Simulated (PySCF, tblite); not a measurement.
# C4H9BN2S: geometry, infrared bands and NMR shifts

Aim: predict the infrared bands and NMR shifts of C4H9BN2S (`C=N[BH2-][N+]#CCSC`).

Computed with tblite 0.8.0 and PySCF 2.14.0, with density-fitted response routines of our own, on a single molecule in the gas phase. Atoms count from 0, in the outputs and in this text.

### Step 1. Starting geometry

17 atoms, charge 0, multiplicity 1; geometry from: force field or distance geometry start.

Bonds of the start (Å): C0–N1 1.28, N1–B2 1.51, B2–N3 1.45, N3–C4 1.17, C4–C5 1.46, C5–S6 1.82, S6–C7 1.82, C0–H8 1.08, C0–H9 1.08, B2–H10 1.21, B2–H11 1.18, C5–H12 1.11, C5–H13 1.10, C7–H14 1.13, C7–H15 1.11, C7–H16 1.09.

### Step 2. Geometry optimisation with GFN2-xTB

What the job is given:

```
{"job": {"kind": "relax", "xc": "GFN2-xTB", "basis": "xTB"}, "charge": 0, "multiplicity": 1}
C     -3.144400     1.619700     0.027900
N     -2.218600     0.824600     0.426200
B     -1.986200    -0.441700    -0.368200
N     -0.615700    -0.883700    -0.174600
C      0.477500    -1.266900     0.018600
C      1.840600    -1.759000     0.223400
S      2.904600    -0.602100    -0.700400
C      2.716300     0.975400     0.197400
H     -3.675600     1.287200    -0.857800
H     -3.378000     2.533200     0.546300
H     -2.151600    -0.146300    -1.528400
H     -2.790800    -1.276100    -0.140800
H      2.089000    -1.797900     1.304000
H      2.004300    -2.753200    -0.222500
H      1.646900     0.988100     0.565000
H      3.336000     0.872000     1.111400
H      2.938700     1.838800    -0.437500
```

On the command line:

```console
> OMP_NUM_THREADS=1 python probes_run.py task.json out
```

The driver reads the jobs from task.json and runs them one after another.

**Question.** This job is followed by: GFN2-xTB harmonic vibrations, gas phase; GIAO PBE0/pcSseg-1 NMR shielding, non-relativistic, gas phase. Predict these results of the whole session: strongest single infrared mode (GFN2-xTB); zero-point energy (GFN2-xTB); ¹³C shifts against TMS (PBE0/pcSseg-1); ¹H shifts against TMS (PBE0/pcSseg-1, means over atoms taken as alike); ¹⁵N shifts against NH3 (PBE0/pcSseg-1); ¹¹B shifts against BF3·OEt2 (PBE0/pcSseg-1); ³³S shifts against CS2 (PBE0/pcSseg-1).

As calculated:

```
                                                              quantity                             value
                             strongest single infrared mode (GFN2-xTB)             2814 cm⁻¹, 264 km/mol
                                          zero-point energy (GFN2-xTB)                     78.3 kcal/mol
                                ¹³C shifts against TMS (PBE0/pcSseg-1)      158.3, 126.3, 21.3, 21.2 ppm
¹H shifts against TMS (PBE0/pcSseg-1, means over atoms taken as alike)  8.20, 7.94, 3.66, 3.35, 3.05 ppm
                                ¹⁵N shifts against NH3 (PBE0/pcSseg-1)                  451.5, 250.9 ppm
                           ¹¹B shifts against BF3·OEt2 (PBE0/pcSseg-1)                         -20.5 ppm
                                ³³S shifts against CS2 (PBE0/pcSseg-1)                            50 ppm
```

In words: Over 209 steps the energy fell by 0.636 eV; of the close pairs, B2–N3 changed most, 1.453 to 1.500 Å. All 45 modes are real, so the xTB geometry is a minimum. The strongest single mode, at 2814 cm⁻¹, moves mainly H8. Unscaled tight-binding wavenumbers are off by several per cent, some by more. Its intensities can rank the bands wrongly. At PBE0/pcSseg-1: Shielding is most anisotropic at N1 (span 745 ppm, paramagnetic term -514 ppm).
